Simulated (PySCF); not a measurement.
# ZnCl: from the state search to spectroscopic constants

An exercise on one series of results from a longer session: the logs are not shown, and one member is left open.

Method: Zn x2c-SVPall, Cl x2c-SVPall, spin-free X2C with a Gaussian nucleus; program: PySCF 2.14.0.

Set-up of the first run:

A driver script around PySCF takes these settings:

```yaml
atoms: Zn, Cl
charge: 0
basis: Zn x2c-SVPall, Cl x2c-SVPall
Hamiltonian: spin-free X2C with a Gaussian nucleus
basis_functions: 54
electrons_treated: 47
masses_in_u: 63.9291, 34.9689
levels: PBE0, PBE, r²SCAN, BP86, LDA, TPSSh, HSE06, HF, MP2, SCS-MP2
grid: 80 radial by 434 angular points
occupations: held fixed by the projection of orbital angular momentum
dissociation_limit: Zn + Cl, each in its ground configuration
starting_distance_in_angstrom: 2.160
values_of_2S_to_try: 1, 3
```

On the command line:

```sh
OMP_NUM_THREADS=1 python dia.py task.json out
```

Steps of the session up to this table: Set-up; PBE0 along the bond; Other states along the same grid; PBE; r²SCAN (meta-GGA); BP86 (GGA); LDA; TPSSh (hybrid meta-GGA); HSE06 (range-separated hybrid); UHF (mean field).

One of the session's tables, all rows but one given; the rest of the session is left out.

It belongs to the step «The curves together». Energy (eV) from each level's lowest point:

| R (Å) | UHF | UHF-MP2 | UHF-SCS-MP2 | LDA | PBE |
| --- | --- | --- | --- | --- | --- |
| 1.871 | 1.004 | 0.786 | 0.832 | 0.674 | 0.879 |
| 1.958 | ? | ? | ? | ? | ? |
| 2.045 | 0.152 | 0.069 | 0.087 | 0.056 | 0.130 |
| 2.110 | 0.039 | 0.000 | 0.008 | 0.000 | 0.033 |
| 2.175 | 0.000 | 0.001 | 0.000 | 0.004 | 0.000 |
| 2.240 | 0.017 | 0.055 | 0.046 | 0.051 | 0.015 |
| 2.327 | 0.105 | 0.188 | 0.167 | 0.162 | 0.087 |
| 2.436 | 0.285 | 0.416 | 0.384 | 0.347 | 0.230 |
| 2.567 | 0.559 | 0.738 | 0.692 | 0.598 | 0.438 |
| 2.740 | 0.954 | 1.177 | 1.113 | 0.929 | 0.721 |

Estimate the missing values for R (Å) = 1.958.

Worked estimate for «UHF». A straight line through the neighbours (1.871, 1.004) and (2.045, 0.152) gives 1.004 + (0.152 − 1.004) × (1.958 − 1.871) / (2.045 − 1.871) = 0.578; a parabola fitted to 3 rows on both sides gives 0.478.

As computed: UHF: 0.457; UHF-MP2: 0.310; UHF-SCS-MP2: 0.341; LDA: 0.261; PBE: 0.396. In «UHF» the line misses by +0.121 and the parabola by +0.021.
